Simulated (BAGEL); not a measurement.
**A workflow on triplet PbH4**

Aim: a single-point energy (triplet PbH4, UHF/x2c-SV(P)all), then a single-point energy (singlet PbH4, HF/x2c-SVPall), then a single-point energy (triplet PbH4, UHF/x2c-SVPall), then the energy (singlet PbH4, HF/x2c-TZVPall), then the energy (triplet PbH4, UHF/x2c-TZVPall), then the energy (singlet PbH4, HF/x2c-QZVPall) of H4Pb. 

The results are computed with BAGEL 1.2.2.

1 further run of the same task is left out (set aside as unsound or not needed).

## (1) The molecule

PbH4 has 5 atoms, charge 0, and is taken as a triplet. SMILES of the parent species: `[H][Pb]([H])([H])[H]`. Geometry: a GFN2-xTB relaxation, a rough one for these elements and not checked as a minimum. That shape belongs to the parent species and isn't relaxed for this state.

Bond lengths: Pb1–H2 1.721 Å, Pb1–H3 1.721 Å, Pb1–H4 1.721 Å, Pb1–H5 1.720 Å. Angles: H2–Pb1–H3 109.4°, H2–Pb1–H4 109.5°, H2–Pb1–H5 109.5°, H3–Pb1–H4 109.4°, H3–Pb1–H5 109.4°, H4–Pb1–H5 109.5°.

## (2) A single-point energy at UHF/x2c-SV(P)all (DKH2, density fitting with AutoAux, property spin gap) (run 1)

calc.json reads:

```json
{ "bagel": [

{
  "title": "molecule",
  "basis": "x2c-sv_p_all.json",
  "df_basis": "x2c-sv_p_all-autoaux.json",
  "angstrom": "true",
  "dkh": "true",
  "geometry": [
    { "atom": "Pb", "xyz": [   -0.000850,    0.000120,    0.000170 ] },
    { "atom": "H", "xyz": [    0.011330,   -0.018310,    1.720940 ] },
    { "atom": "H", "xyz": [    1.618300,    0.010410,   -0.583450 ] },
    { "atom": "H", "xyz": [   -0.818470,    1.409030,   -0.554090 ] },
    { "atom": "H", "xyz": [   -0.810310,   -1.401250,   -0.583580 ] }
  ]
},
{
  "title": "uhf",
  "nopen": 2
},
{
  "title": "print",
  "file": "orbitals.molden",
  "orbitals": "true"
}

]}
```

The basis set x2c-SV(P)all is read from a file made from the Basis Set Exchange's data (not shown).

The run is started by

```sh
$ BAGEL_NUM_THREADS=1 BAGEL calc.json > calc.out
```

The log of the run:

```text
* using 1 threads per process

  ===============================================================
  ===============================================================

  *** Geometry ***

  { "atom" : "Pb", "xyz" : [     -0.001606,      0.000227,      0.000321 ] },
  { "atom" : "H", "xyz" : [      0.021411,     -0.034601,      3.252105 ] },
  { "atom" : "H", "xyz" : [      3.058144,      0.019672,     -1.102561 ] },
  { "atom" : "H", "xyz" : [     -1.546684,      2.662681,     -1.047078 ] },
  { "atom" : "H", "xyz" : [     -1.531264,     -2.647979,     -1.102806 ] },

  Number of auxiliary basis functions:      617

  Since a DF basis is specified, we compute 2- and 3-index integrals:
    o Being stored without compression. Storage requirement is 0.024 GB

  Number of basis functions:       70
  Number of electrons      :       86

    * METHOD: MOLECULE                             0.91

  *** Open-shell HF ***

  === Nuclear Repulsion ===
   101.9964790562

      * DIIS with orbital gradients will be used.

  === UHF iteration (x2c-sv_p_all.json) ===
      0     -20858.01311860          0.13466641           0.31
      1     -20859.83876969          0.06600671           0.40
      2     -20860.33126419          0.02608022           0.37
[... 24 lines of this table left out ...]
     27     -20860.46276802          0.00000001           0.35
    * SCF iteration converged.

    * S^2 (UHF) is 2.0085

    * Permanent dipole moment:
           (   -0.582232,    -0.002504,     0.210289) a.u.

    * METHOD: UHF                                 11.50

    * METHOD: PRINT                                0.02

  ===============================================================
```

It took 13 s on 1 thread of Intel Xeon Platinum 8375C at 2.90GHz (Ice Lake), shared host; peak memory 0.15 GiB.

## (3) The singlet: a single-point energy at HF/x2c-SVPall (DKH2, density fitting with AutoAux, property spin gap) (run 2)

input.json reads:

```json
{ "bagel": [

{
  "title": "molecule",
  "basis": "x2c-svpall.json",
  "df_basis": "x2c-svpall-autoaux.json",
  "angstrom": true,
  "dkh": true,
  "geometry": [
    { "atom": "Pb", "xyz": [      -0.000850,       0.000120,       0.000170 ] },
    { "atom": "H", "xyz": [       0.011330,      -0.018310,       1.720940 ] },
    { "atom": "H", "xyz": [       1.618300,       0.010410,      -0.583450 ] },
    { "atom": "H", "xyz": [      -0.818470,       1.409030,      -0.554090 ] },
    { "atom": "H", "xyz": [      -0.810310,      -1.401250,      -0.583580 ] }
  ]
},

{
  "title": "hf"
},

{
  "title": "print",
  "file": "orbitals.molden",
  "orbitals": true
}

]}
```

The basis set x2c-SVPall is read from a file made from the Basis Set Exchange's data (not shown).

The run is started by

```sh
$ BAGEL_NUM_THREADS=1 BAGEL input.json > input.out
```

The log of the run:

```text
* using 1 threads per process

  ===============================================================
  ===============================================================

  *** Geometry ***

  { "atom" : "Pb", "xyz" : [     -0.001606,      0.000227,      0.000321 ] },
  { "atom" : "H", "xyz" : [      0.021411,     -0.034601,      3.252105 ] },
  { "atom" : "H", "xyz" : [      3.058144,      0.019672,     -1.102561 ] },
  { "atom" : "H", "xyz" : [     -1.546684,      2.662681,     -1.047078 ] },
  { "atom" : "H", "xyz" : [     -1.531264,     -2.647979,     -1.102806 ] },

  Number of auxiliary basis functions:      681

  Since a DF basis is specified, we compute 2- and 3-index integrals:
    o Being stored without compression. Storage requirement is 0.037 GB

  Number of basis functions:       82
  Number of electrons      :       86

    * METHOD: MOLECULE                             0.92

  *** RHF ***

  === Nuclear Repulsion ===
   101.9964790562

      * DIIS with orbital gradients will be used.

  === RHF iteration (x2c-svpall.json) ===
      0     -20858.21236432          0.05961650           0.29
      1     -20860.01319862          0.03260664           0.27
      2     -20860.71476472          0.00295085           0.23
      3     -20860.72430986          0.00053998           0.27
      4     -20860.72480137          0.00008730           0.32
      5     -20860.72481373          0.00001030           0.29
      6     -20860.72481391          0.00000102           0.28
      7     -20860.72481391          0.00000023           0.27
      8     -20860.72481391          0.00000006           0.30
      9     -20860.72481391          0.00000001           0.27
     10     -20860.72481391          0.00000000           0.26
    * SCF iteration converged.

    * Permanent dipole moment:
           (    0.002312,    -0.000185,    -0.000335) a.u.

    * METHOD: HF                                   4.67

    * METHOD: PRINT                                0.02

  ===============================================================
```

It took 6 s on 1 thread of Intel Xeon Platinum 8375C at 2.90GHz (Ice Lake), shared host; peak memory 0.19 GiB.

Run 3 isn't shown in full; the table further down has it.

## (4) The singlet: a single-point energy at HF/x2c-TZVPall (DKH2, density fitting with AutoAux, property spin gap) (run 4)

job.json reads:

```json
{ "bagel" : [

{
  "title" : "molecule",
  "basis" : "x2c-tzvpall.json",
  "df_basis" : "x2c-tzvpall-autoaux.json",
  "angstrom" : true,
  "dkh" : true,
  "geometry" : [
    { "atom" : "Pb", "xyz" : [   -0.000850,    0.000120,    0.000170 ] },
    { "atom" : "H", "xyz" : [    0.011330,   -0.018310,    1.720940 ] },
    { "atom" : "H", "xyz" : [    1.618300,    0.010410,   -0.583450 ] },
    { "atom" : "H", "xyz" : [   -0.818470,    1.409030,   -0.554090 ] },
    { "atom" : "H", "xyz" : [   -0.810310,   -1.401250,   -0.583580 ] }
  ]
},
{
  "title" : "hf"
},
{
  "title" : "print",
  "file" : "orbitals.molden",
  "orbitals" : true
}

]}
```

The basis set x2c-TZVPall is read from a file made from the Basis Set Exchange's data (not shown).

The run is started by

```sh
$ BAGEL_NUM_THREADS=1 BAGEL job.json > job.out
```

The log of the run:

```text
* using 1 threads per process

  ===============================================================
  ===============================================================

  *** Geometry ***

  { "atom" : "Pb", "xyz" : [     -0.001606,      0.000227,      0.000321 ] },
  { "atom" : "H", "xyz" : [      0.021411,     -0.034601,      3.252105 ] },
  { "atom" : "H", "xyz" : [      3.058144,      0.019672,     -1.102561 ] },
  { "atom" : "H", "xyz" : [     -1.546684,      2.662681,     -1.047078 ] },
  { "atom" : "H", "xyz" : [     -1.531264,     -2.647979,     -1.102806 ] },

  Number of auxiliary basis functions:      732

  Since a DF basis is specified, we compute 2- and 3-index integrals:
    o Being stored without compression. Storage requirement is 0.067 GB

  Number of basis functions:      107
  Number of electrons      :       86

    * METHOD: MOLECULE                             1.20

  *** RHF ***

  === Nuclear Repulsion ===
   101.9964790562

      * DIIS with orbital gradients will be used.

  === RHF iteration (x2c-tzvpall.json) ===
      0     -20861.69785217          0.03206343           0.32
      1     -20862.09465872          0.01674221           0.39
      2     -20862.27678538          0.00238939           0.33
      3     -20862.28041656          0.00021163           0.33
      4     -20862.28047735          0.00005767           0.32
      5     -20862.28048135          0.00000639           0.42
      6     -20862.28048142          0.00000077           0.45
      7     -20862.28048142          0.00000014           0.36
      8     -20862.28048142          0.00000004           0.37
      9     -20862.28048142          0.00000001           0.37
    * SCF iteration converged.

    * Permanent dipole moment:
           (    0.002265,    -0.000178,    -0.000325) a.u.

    * METHOD: HF                                   5.91

    * METHOD: PRINT                                0.04

  ===============================================================
```

Run time: 7.5 s. Hardware: 1 thread of Intel Xeon Platinum 8375C at 2.90GHz (Ice Lake), shared host; peak memory 0.26 GiB.

Run 5 isn't shown in full; the table further down has it.

## (5) The singlet: a single-point energy at HF/x2c-QZVPall (DKH2, density fitting with AutoAux, property spin gap) (run 6)

calc.json reads:

```json
{ "bagel" : [

{
  "title" : "molecule",
  "basis" : "x2c-qzvpall.json",
  "df_basis" : "x2c-qzvpall-autoaux.json",
  "angstrom" : true,
  "dkh" : true,
  "geometry" : [
    { "atom" : "Pb", "xyz" : [      -0.000850,       0.000120,       0.000170 ] },
    { "atom" : "H", "xyz" : [       0.011330,      -0.018310,       1.720940 ] },
    { "atom" : "H", "xyz" : [       1.618300,       0.010410,      -0.583450 ] },
    { "atom" : "H", "xyz" : [      -0.818470,       1.409030,      -0.554090 ] },
    { "atom" : "H", "xyz" : [      -0.810310,      -1.401250,      -0.583580 ] }
  ]
},

{ "title" : "hf" },

{ "title" : "print", "file" : "orbitals.molden", "orbitals" : true }

]}
```

The basis set x2c-QZVPall is read from a file made from the Basis Set Exchange's data (not shown).

The run is started by

```sh
$ BAGEL_NUM_THREADS=1 BAGEL calc.json > calc.out
```

The log of the run:

```text
* using 1 threads per process

  ===============================================================
  ===============================================================

  *** Geometry ***

  { "atom" : "Pb", "xyz" : [     -0.001606,      0.000227,      0.000321 ] },
  { "atom" : "H", "xyz" : [      0.021411,     -0.034601,      3.252105 ] },
  { "atom" : "H", "xyz" : [      3.058144,      0.019672,     -1.102561 ] },
  { "atom" : "H", "xyz" : [     -1.546684,      2.662681,     -1.047078 ] },
  { "atom" : "H", "xyz" : [     -1.531264,     -2.647979,     -1.102806 ] },

  Number of auxiliary basis functions:     1085

  Since a DF basis is specified, we compute 2- and 3-index integrals:
    o Being stored without compression. Storage requirement is 0.596 GB

  Number of basis functions:      262
  Number of electrons      :       86

    * METHOD: MOLECULE                             7.87

  *** RHF ***

  === Nuclear Repulsion ===
   101.9964790562

      * DIIS with orbital gradients will be used.

  === RHF iteration (x2c-qzvpall.json) ===
      0     -20861.38069597          0.04210570           2.33
      1     -20861.96160204          0.02798715           1.97
      2     -20862.62940217          0.00388322           2.83
      3     -20862.64548163          0.00044877           2.58
      4     -20862.64587079          0.00009801           2.70
      5     -20862.64589936          0.00001188           2.52
      6     -20862.64589987          0.00000209           2.19
      7     -20862.64589989          0.00000032           2.19
      8     -20862.64589989          0.00000013           2.10
      9     -20862.64589989          0.00000002           2.14
     10     -20862.64589989          0.00000000           2.37
    * SCF iteration converged.

    * Permanent dipole moment:
           (    0.002261,    -0.000174,    -0.000321) a.u.

    * METHOD: HF                                  36.50

    * METHOD: PRINT                                0.12

  ===============================================================
```

It took 45 s on 1 thread of Intel Xeon Platinum 8375C at 2.90GHz (Ice Lake), shared host; peak memory 1.2 GiB.

## (6) The series

```csv
run,level,partner,energy (Eh),dipole moment (D),wall time
1,"UHF/x2c-SV(P)all (DKH2, density fitting with AutoAux, property spin gap)",triplet,-20860.462768,1.57,13 s
2,"HF/x2c-SVPall (DKH2, density fitting with AutoAux, property spin gap)",base,-20860.724814,0.01,6 s
3,"UHF/x2c-SVPall (DKH2, density fitting with AutoAux, property spin gap)",triplet,-20860.472085,1.57,15 s
4,"HF/x2c-TZVPall (DKH2, density fitting with AutoAux, property spin gap)",base,-20862.280481,0.01,7.5 s
5,"UHF/x2c-TZVPall (DKH2, density fitting with AutoAux, property spin gap)",triplet,-20862.035141,1.65,29 s
6,"HF/x2c-QZVPall (DKH2, density fitting with AutoAux, property spin gap)",base,-20862.645900,0.01,45 s
```

## (7) Outcome

| quantity | value |
| --- | --- |
| singlet, run 6: total energy | -20862.64590 Eh |
| singlet, run 6: dipole moment | 0.01 D |
| singlet, run 6: HOMO energy | -11.81 eV |
| singlet, run 6: LUMO energy | 2.29 eV |
| singlet, run 6: HOMO–LUMO gap | 14.10 eV |
| vertical energy of the triplet above the singlet, HF/x2c-SVPall | 6.877 eV |
| vertical energy of the triplet above the singlet, HF/x2c-TZVPall | 6.676 eV |

What this shows: At HF/x2c-SVPall: at this shape the triplet lies 6.88 eV (159 kcal/mol) above the singlet. At HF/x2c-TZVPall: at this shape the triplet lies 6.68 eV (154 kcal/mol) above the singlet. Over runs 2, 4, 6 the HOMO–LUMO gap runs from 14.10 eV (HF/x2c-QZVPall) to 15.77 eV (HF/x2c-SVPall). All runs together took 1.9 min, the longest 45 s.
